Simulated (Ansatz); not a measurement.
# HfB (Fm-3m) in Ansatz: equation of state

How stiff is HfB in PBEsol, and what volume does it want? The cell is scaled to several volumes.

All numbers are computed with Ansatz 0.2.0; they aren't measurements. Logs are shortened: lines on timing, memory, paths and dates and some standing lists are left out, and cuts for length are marked.

## 1. The crystal as given

It takes space group Fm-3m (No. 225, cubic). The conventional cell has a = 4.620 Å, b = 4.620 Å, c = 4.620 Å, α = 90.00°, β = 90.00°, γ = 90.00°. Hf (site symmetry m-3m) is surrounded by 6 B at 2.31 Å. B (site symmetry m-3m) is surrounded by 6 Hf at 2.31 Å.

## 2. Equation of state, PBEsol

Potentials or basis: all-electron LAPW, scalar-relativistic.

No new run: the results of the series are fitted here.

Results:

- Equilibrium volume: 13.72 Å³/atom (rough: see the caveat)
- Bulk modulus: 177 GPa (rough)

Energy against volume, from the lowest point:
```
volume (Å³/atom)  energy (meV/atom)
          11.587             221.19
          11.833             162.77
          12.080             114.02
          12.326              74.10
          12.573              42.23
          12.819              17.75
          13.066               0.00
```

Caveat: the minimum lies outside the volumes run.
